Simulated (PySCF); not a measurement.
**[Hf(NH3)6]4+: forces at shaken geometries**

How stiff is [Hf(NH3)6]4+? Its atoms are displaced at random by several amounts. The structure is generated, not taken from experiment.

Method: PBE, Hf def2-SVP with ECP60, N def2-SVP, H def2-SVP; scalar-relativistic core potentials, no spin–orbit coupling; program: PySCF 2.14.0.

3 further runs of the same task are left out: 2 for a known fault of the program, 1 that didn't finish.

## Step 1: The starting structure

25 atoms, charge 4, spin multiplicity 1.

Bond lengths: Hf1–N2 2.336 Å, Hf1–N6 2.336 Å, Hf1–N10 2.336 Å, Hf1–N14 2.336 Å, Hf1–N18 2.336 Å, Hf1–N22 2.336 Å, N2–H3 1.045 Å, N2–H4 1.047 Å, N2–H5 1.047 Å, N6–H7 1.045 Å, N6–H8 1.047 Å, N6–H9 1.047 Å, N10–H11 1.045 Å, N10–H12 1.047 Å, N10–H13 1.047 Å, N14–H15 1.047 Å, N14–H16 1.045 Å, N14–H17 1.047 Å and more. Angles: N2–Hf1–N6 84.9°, N2–Hf1–N10 84.9°, N2–Hf1–N14 77.5°, N2–Hf1–N18 134.1°, N2–Hf1–N22 134.1°, N6–Hf1–N10 84.9°, N6–Hf1–N14 134.1°, N6–Hf1–N18 77.5°, N6–Hf1–N22 134.1°, N10–Hf1–N14 134.1°, N10–Hf1–N18 134.1°, N10–Hf1–N22 77.5°, N14–Hf1–N18 84.9°, N14–Hf1–N22 84.9°, N18–Hf1–N22 84.9°, Hf1–N2–H3 116.4°, Hf1–N2–H4 116.1°, Hf1–N2–H5 116.0° and more.

Geometry (Å):

```
Hf    0.0000    0.0000    0.0000
N     1.8191    0.0834    1.4628
H     1.5948    0.0724    2.4832
H     2.5077   -0.7009    1.3856
H     2.4312    0.9290    1.3868
N    -0.9818    1.5337    1.4628
H    -0.8601    1.3450    2.4832
H    -0.6468    2.5222    1.3856
H    -2.0202    1.6410    1.3868
N    -0.8373   -1.6171    1.4628
H    -0.7347   -1.4174    2.4832
H    -1.8609   -1.8213    1.3856
H    -0.4110   -2.5700    1.3868
N     1.8191    0.0834   -1.4628
H     2.5077   -0.7009   -1.3856
H     1.5948    0.0724   -2.4832
H     2.4312    0.9290   -1.3868
N    -0.9818    1.5337   -1.4628
H    -0.6468    2.5222   -1.3856
H    -0.8601    1.3450   -2.4832
H    -2.0202    1.6410   -1.3868
N    -0.8373   -1.6171   -1.4628
H    -1.8609   -1.8213   -1.3856
H    -0.7347   -1.4174   -2.4832
H    -0.4110   -2.5700   -1.3868
```

Formal oxidation states: Hf +4. An earlier session relaxed this geometry at PBE, Hf def2-SVP with ECP60, N def2-SVP, H def2-SVP (singlet, point group D3h).

Its energy there is -385.211654 Eh.

## Step 2: Atoms moved at random, σ = 0.06 Å

Input file run.py (the lines that set the calculation):

```python
mol = gto.M(atom='''
Hf     0.03252     0.14007    -0.00709
N      1.74764     0.11516     1.48395
H      1.55325    -0.04246     2.53958
H      2.59690    -0.69399     1.45719
H      2.43318     0.84382     1.38885
N     -0.95539     1.50396     1.45446
H     -0.76625     1.39733     2.53383
H     -0.69218     2.47873     1.27460
H     -1.99163     1.72986     1.29857
N     -0.90408    -1.55630     1.40601
H     -0.70652    -1.44770     2.56180
H     -1.86160    -1.88782     1.41636
H     -0.43372    -2.54821     1.41345
N      1.84764     0.11769    -1.48901
H      2.46944    -0.66307    -1.47015
H      1.61680     0.00173    -2.48942
H      2.46104     1.03876    -1.42860
N     -0.97570     1.59353    -1.46792
H     -0.64818     2.52195    -1.32393
H     -0.80545     1.29987    -2.47780
H     -2.00836     1.58447    -1.35305
N     -0.82905    -1.66356    -1.49804
H     -1.90395    -1.93518    -1.39297
H     -0.84075    -1.43148    -2.41479
H     -0.43559    -2.49715    -1.41587''',
    basis={'Hf': 'def2-SVP', 'N': 'def2-SVP', 'H': 'def2-SVP'},
    ecp={'Hf': 'def2-SVP'},
    charge=4, spin=0)
mf = dft.RKS(mol, xc='PBE')
mf.grids.atom_grid = (50, 194)
mf = mf.density_fit()  # fitting sets: Hf def2-universal-JKFIT, N def2-universal-JKFIT, H def2-universal-JKFIT
mf.conv_tol = 1e-08; mf.max_cycle = 55
mf.kernel(dm0)  # dm0: the density of the relaxed state
```

Started as:

```console
OMP_NUM_THREADS=4 python run.py
```

Log:

```text
init E= -384.918927768087
  HOMO = -0.968766251120201  LUMO = -0.790126406867671  gap/eV = 4.86104
cycle= 1 E= -385.110062497075  delta_E= -0.191  |g|= 0.255  |ddm|= 0.61
  HOMO = -0.901190016424454  LUMO = -0.737172438349884  gap/eV = 4.46315
cycle= 2 E= -385.069204165682  delta_E= 0.0409  |g|= 0.499  |ddm|= 0.631
  HOMO = -0.932194719535284  LUMO = -0.743992966887822  gap/eV = 5.12123
cycle= 3 E= -385.126564560266  delta_E= -0.0574  |g|= 0.0512  |ddm|= 0.39
  HOMO = -0.933852692300306  LUMO = -0.750132341561054  gap/eV = 4.99929
cycle= 4 E= -385.127173812163  delta_E= -0.000609  |g|= 0.0156  |ddm|= 0.0629
  HOMO = -0.934026455546624  LUMO = -0.748065090311274  gap/eV = 5.06027
cycle= 5 E= -385.127234424422  delta_E= -6.06e-05  |g|= 0.00578  |ddm|= 0.0208
  HOMO = -0.93366782196598  LUMO = -0.74829118539021  gap/eV = 5.04436
cycle= 6 E= -385.127242151427  delta_E= -7.73e-06  |g|= 0.00166  |ddm|= 0.00557
  HOMO = -0.933867938566351  LUMO = -0.748455119996576  gap/eV = 5.04534
cycle= 7 E= -385.127242767739  delta_E= -6.16e-07  |g|= 0.000338  |ddm|= 0.00158
  HOMO = -0.933846862581319  LUMO = -0.748432376435566  gap/eV = 5.04539
cycle= 8 E= -385.127242794184  delta_E= -2.64e-08  |g|= 0.000111  |ddm|= 0.000352
  HOMO = -0.933847039911331  LUMO = -0.748425677149216  gap/eV = 5.04557
cycle= 9 E= -385.127242796525  delta_E= -2.34e-09  |g|= 4.12e-05  |ddm|= 0.000112
  HOMO = -0.933848682479317  LUMO = -0.748432753012576  gap/eV = 5.04542
Extra cycle  E= -385.127242795592  delta_E= 9.33e-10  |g|= 7.57e-05  |ddm|= 9.63e-05
converged SCF energy = -385.127242795592
```

Run time: 31 s. Hardware: 4 threads of Intel Xeon Platinum 8259CL at 2.50GHz (Skylake/Cascade Lake), shared host.

It gives: E = -385.127243 Eh (+2.297 eV from the relaxed state), HOMO -25.41 eV, LUMO -20.37 eV, Mulliken charge on Hf1 +1.25 e, largest force component 5.823 eV/Å. 

```
atom      Fx      Fy  Fz (eV/Å)
 Hf1  -0.566  -2.861     -0.352
  N2   1.867  -3.974      1.299
  H3   0.169   0.863     -1.211
  H4  -2.416   1.408     -0.376
  H5   0.752   1.938      0.410
  N6  -0.848   0.669      1.162
  H7  -0.758   0.215     -1.735
  H8   0.931   0.955      0.228
  H9   0.396  -0.976      0.783
 N10   3.118  -1.232      3.692
 H11  -0.883   0.168     -3.085
 H12  -1.548   0.131     -0.154
 H13  -0.344   1.359     -0.651
 N14  -0.540   2.875      0.299
 H15   1.711  -1.420      0.788
 H16  -0.368   0.656     -0.604
 H17  -0.795  -1.862     -0.438
 N18  -0.076  -2.872     -0.373
 H19   0.391   2.161     -0.332
 H20  -0.226   0.768      0.653
 H21  -0.208   0.354     -0.262
 N22  -5.124   4.820      4.642
 H23   1.884   0.616      0.115
 H24   0.372   1.063     -4.959
 H25   3.109  -5.823      0.460
```

## Step 3: Atoms moved at random, σ = 0.1 Å

Input file run.py (the lines that set the calculation):

```python
mol = gto.M(atom='''
Hf     0.20681     0.06360     0.03631
N      1.79098     0.10628     1.57989
H      1.68257     0.03224     2.52329
H      2.53480    -0.71152     1.31295
H      2.35411     0.96223     1.39615
N     -1.08700     1.77539     1.55507
H     -0.93487     1.20020     2.65468
H     -0.58249     2.54427     1.28505
H     -2.24606     1.53706     1.44177
N     -0.85453    -1.63335     1.45177
H     -0.71650    -1.45480     2.44164
H     -1.86452    -1.79737     1.39884
H     -0.36208    -2.56877     1.43022
N      1.74633    -0.02205    -1.25576
H      2.63827    -0.78911    -1.28790
H      1.46729     0.13275    -2.59656
H      2.50301     1.02991    -1.40832
N     -0.83752     1.63928    -1.61743
H     -0.75231     2.34786    -1.47926
H     -0.89745     1.21116    -2.44215
H     -1.94726     1.77454    -1.43271
N     -0.99271    -1.73120    -1.55266
H     -1.92580    -1.66002    -1.34985
H     -0.69487    -1.47876    -2.43185
H     -0.22820    -2.50984    -1.65318''',
    basis={'Hf': 'def2-SVP', 'N': 'def2-SVP', 'H': 'def2-SVP'},
    ecp={'Hf': 'def2-SVP'},
    charge=4, spin=0)
mf = dft.RKS(mol, xc='PBE')
mf.grids.atom_grid = (50, 194)
mf = mf.density_fit()  # fitting sets: Hf def2-universal-JKFIT, N def2-universal-JKFIT, H def2-universal-JKFIT
mf.conv_tol = 1e-08; mf.max_cycle = 55
mf.kernel(dm0)  # dm0: the density of the relaxed state
```

Started as:

```console
OMP_NUM_THREADS=4 python run.py
```

Log:

```text
init E= -383.81797697656
  HOMO = -1.07613877952824  LUMO = -0.954164360515278  gap/eV = 3.31909
cycle= 1 E= -384.615653660153  delta_E= -0.798  |g|= 0.781  |ddm|=  1.4
  HOMO = -0.751585519771794  LUMO = -0.668917993097942  gap/eV = 2.24950
cycle= 2 E= -384.05699497782  delta_E= 0.559  |g|= 1.64  |ddm|= 1.95
  HOMO = -0.868958997594963  LUMO = -0.733683334472102  gap/eV = 3.68104
cycle= 3 E= -384.761783502079  delta_E= -0.705  |g|= 0.188  |ddm|= 1.36
  HOMO = -0.8755237725181  LUMO = -0.757872132916706  gap/eV = 3.20146
cycle= 4 E= -384.769808447161  delta_E= -0.00802  |g|= 0.0748  |ddm|= 0.266
  HOMO = -0.877064020876227  LUMO = -0.748923319677436  gap/eV = 3.48689
cycle= 5 E= -384.770860422065  delta_E= -0.00105  |g|= 0.0505  |ddm|= 0.127
  HOMO = -0.872888230442086  LUMO = -0.750664452011424  gap/eV = 3.32588
cycle= 6 E= -384.771441479997  delta_E= -0.000581  |g|= 0.0186  |ddm|= 0.0563
  HOMO = -0.874238233993468  LUMO = -0.75050635760391  gap/eV = 3.36692
cycle= 7 E= -384.771522241512  delta_E= -8.08e-05  |g|= 0.00382  |ddm|= 0.0164
  HOMO = -0.874268175737322  LUMO = -0.750729810440727  gap/eV = 3.36165
cycle= 8 E= -384.771525423624  delta_E= -3.18e-06  |g|= 0.00114  |ddm|= 0.00422
  HOMO = -0.874200103994978  LUMO = -0.75062265223978  gap/eV = 3.36271
cycle= 9 E= -384.771525701114  delta_E= -2.77e-07  |g|= 0.000543  |ddm|= 0.00161
  HOMO = -0.874225377019815  LUMO = -0.75065284424138  gap/eV = 3.36258
cycle= 10 E= -384.771525771718  delta_E= -7.06e-08  |g|= 0.000201  |ddm|= 0.000671
  HOMO = -0.874219322997458  LUMO = -0.750647712333754  gap/eV = 3.36255
cycle= 11 E= -384.771525781097  delta_E= -9.38e-09  |g|= 3.23e-05  |ddm|= 0.000186
  HOMO = -0.874225275465511  LUMO = -0.750649048296804  gap/eV = 3.36268
Extra cycle  E= -384.771525780446  delta_E= 6.51e-10  |g|= 6.21e-05  |ddm|= 8e-05
converged SCF energy = -384.771525780446
```

Wall time 33 s (4 threads of Intel Xeon Platinum 8259CL at 2.50GHz (Skylake/Cascade Lake), shared host).

Read off: E = -384.771526 Eh (+11.977 eV from the relaxed state), HOMO -23.79 eV, LUMO -20.43 eV, Mulliken charge on Hf1 +1.02 e, largest force component 36.413 eV/Å. 

```
atom      Fx       Fy  Fz (eV/Å)
 Hf1  -6.186   -0.405      1.631
  N2   2.751   -1.597     -5.622
  H3  -0.534   -0.271      4.688
  H4  -1.481    1.790      1.066
  H5   0.295    0.180      0.541
  N6  -3.768   -9.655      3.033
  H7  -0.149    3.196     -3.546
  H8   0.997    4.107      0.037
  H9   3.592    2.043      0.061
 N10   1.875    0.113     -0.666
 H11  -0.029    0.510      1.211
 H12  -0.643   -0.400     -0.310
 H13  -0.670    0.148     -0.470
 N14   6.886    2.345     -7.319
 H15  -2.435    1.739     -0.144
 H16   0.898   -0.928      4.146
 H17  -2.192   -3.047      0.775
 N18  -8.257  -34.392      1.101
 H19   6.431   36.413      5.178
 H20   0.328   -1.266     -5.643
 H21   1.760   -1.153     -0.165
 N22   7.736    0.287      2.408
 H23  -3.882   -1.327      0.335
 H24  -0.610    2.063     -3.975
 H25  -2.714   -0.491      1.649
```

## Step 4: Atoms moved at random, σ = 0.1 Å

Input file run.py (the lines that set the calculation):

```python
mol = gto.M(atom='''
Hf     0.07031    -0.11107     0.01911
N      1.73878    -0.13807     1.59210
H      1.51801     0.12888     2.40584
H      2.43447    -0.81219     1.51682
H      2.53596     1.03528     1.54695
N     -0.85689     1.58363     1.37005
H     -0.87573     1.41836     2.35504
H     -0.81241     2.72921     1.23917
H     -2.11753     1.71818     1.34964
N     -0.81681    -1.37259     1.62964
H     -0.59890    -1.29458     2.45978
H     -1.96821    -1.89563     1.47394
H     -0.31145    -2.74060     1.41989
N      1.70634    -0.01034    -1.69418
H      2.50739    -0.81414    -1.30113
H      1.65597     0.00074    -2.46777
H      2.52240     0.99068    -1.27674
N     -1.07318     1.55277    -1.62545
H     -0.47429     2.51416    -1.42362
H     -0.82604     1.25162    -2.53761
H     -1.99777     1.70321    -1.36289
N     -1.04392    -1.69787    -1.51872
H     -1.92089    -1.93343    -1.36983
H     -0.63025    -1.28342    -2.45645
H     -0.36539    -2.52278    -1.34358''',
    basis={'Hf': 'def2-SVP', 'N': 'def2-SVP', 'H': 'def2-SVP'},
    ecp={'Hf': 'def2-SVP'},
    charge=4, spin=0)
mf = dft.RKS(mol, xc='PBE')
mf.grids.atom_grid = (50, 194)
mf = mf.density_fit()  # fitting sets: Hf def2-universal-JKFIT, N def2-universal-JKFIT, H def2-universal-JKFIT
mf.conv_tol = 1e-08; mf.max_cycle = 55
mf.kernel(dm0)  # dm0: the density of the relaxed state
```

Started as:

```console
OMP_NUM_THREADS=4 python run.py
```

Log:

```text
init E= -383.360256200661
  HOMO = -1.1149664427956  LUMO = -0.996775858444632  gap/eV = 3.21613
cycle= 1 E= -384.621202826781  delta_E= -1.26  |g|= 0.693  |ddm|= 1.33
  HOMO = -0.824448397828307  LUMO = -0.66758071455858  gap/eV = 4.26859
cycle= 2 E= -384.253394747693  delta_E= 0.368  |g|= 1.38  |ddm|= 1.66
  HOMO = -0.880768964859035  LUMO = -0.736540198344985  gap/eV = 3.92466
cycle= 3 E= -384.727490705278  delta_E= -0.474  |g|= 0.238  |ddm|= 1.13
  HOMO = -0.893779066159542  LUMO = -0.752875808605644  gap/eV = 3.83417
cycle= 4 E= -384.741305839254  delta_E= -0.0138  |g|= 0.0719  |ddm|= 0.241
  HOMO = -0.891049861950496  LUMO = -0.747898402506157  gap/eV = 3.89535
cycle= 5 E= -384.742420605286  delta_E= -0.00111  |g|= 0.0287  |ddm|= 0.0772
  HOMO = -0.889808012045513  LUMO = -0.7473513845511  gap/eV = 3.87644
cycle= 6 E= -384.742590069486  delta_E= -0.000169  |g|= 0.0103  |ddm|= 0.0259
  HOMO = -0.890988482166033  LUMO = -0.748574499696424  gap/eV = 3.87528
cycle= 7 E= -384.742619041008  delta_E= -2.9e-05  |g|= 0.00117  |ddm|= 0.0109
  HOMO = -0.890986346193799  LUMO = -0.748484623486599  gap/eV = 3.87767
cycle= 8 E= -384.7426192856  delta_E= -2.45e-07  |g|= 0.00074  |ddm|= 0.00164
  HOMO = -0.89097276679759  LUMO = -0.748505473754475  gap/eV = 3.87673
cycle= 9 E= -384.742619391019  delta_E= -1.05e-07  |g|= 0.000313  |ddm|= 0.00075
  HOMO = -0.890985576123061  LUMO = -0.748502453147742  gap/eV = 3.87716
cycle= 10 E= -384.742619413871  delta_E= -2.29e-08  |g|= 6.34e-05  |ddm|= 0.000282
  HOMO = -0.890980288852242  LUMO = -0.748508176744231  gap/eV = 3.87686
cycle= 11 E= -384.742619414658  delta_E= -7.86e-10  |g|= 3.69e-05  |ddm|= 9.25e-05
  HOMO = -0.890986092887939  LUMO = -0.748500651714695  gap/eV = 3.87723
Extra cycle  E= -384.742619412829  delta_E= 1.83e-09  |g|= 9.08e-05  |ddm|= 0.000116
converged SCF energy = -384.742619412829
```

Wall time 31 s (4 threads of Intel Xeon Platinum 8259CL at 2.50GHz (Skylake/Cascade Lake), shared host).

Result: E = -384.742619 Eh (+12.763 eV from the relaxed state), HOMO -24.24 eV, LUMO -20.37 eV, Mulliken charge on Hf1 +1.09 e, largest force component 31.455 eV/Å. 

```
atom      Fx      Fy  Fz (eV/Å)
 Hf1  -1.915   1.643     -1.195
  N2   2.781   4.374    -10.349
  H3  -2.588   1.827      9.874
  H4   2.431  -2.374      0.589
  H5  -2.105  -3.661     -0.215
  N6  -4.865   3.337     -2.410
  H7   0.619  -0.012      2.062
  H8   0.780  -2.789      0.501
  H9   3.650  -0.969     -0.317
 N10  -5.149  -8.021    -14.703
 H11   2.579   1.001     12.631
 H12   3.565   2.216      1.193
 H13  -1.223   4.026      0.912
 N14   6.588   0.309     31.455
 H15  -2.312   2.093     -2.241
 H16  -1.142   0.413    -26.326
 H17  -2.814  -3.056     -2.253
 N18   6.079   1.482      3.712
 H19  -2.005  -2.355     -0.994
 H20  -0.488  -0.118     -2.073
 H21  -3.072   0.561     -0.165
 N22  11.074   2.652     -0.404
 H23  -6.708  -1.772      0.007
 H24  -2.171  -1.294      1.334
 H25  -1.587   0.488     -0.628
```

## Step 5: The displacements side by side

| σ (Å) | energy rise (eV) | harmonic estimate −½ F·u (eV) | largest force component (eV/Å) |
| --- | --- | --- | --- |
| 0.06 | 2.297 | 2.278 | 5.82 |
| 0.1 | 11.977 | 12.477 | 36.41 |
| 0.1 | 12.763 | 12.206 | 31.46 |

Every displacement raises the energy. For a harmonic well the rise equals −½ F·u; the two differ by at most 4 % here (a move with σ = 0.1 Å), from anharmonicity, the grid and the small forces left at the relaxed point. The largest moves cost over 1 eV, far outside the harmonic range, so agreement there can come from errors that cancel between squeezed and stretched bonds. These are double-zeta-type bases without diffuse functions. Spin–orbit coupling is left out.
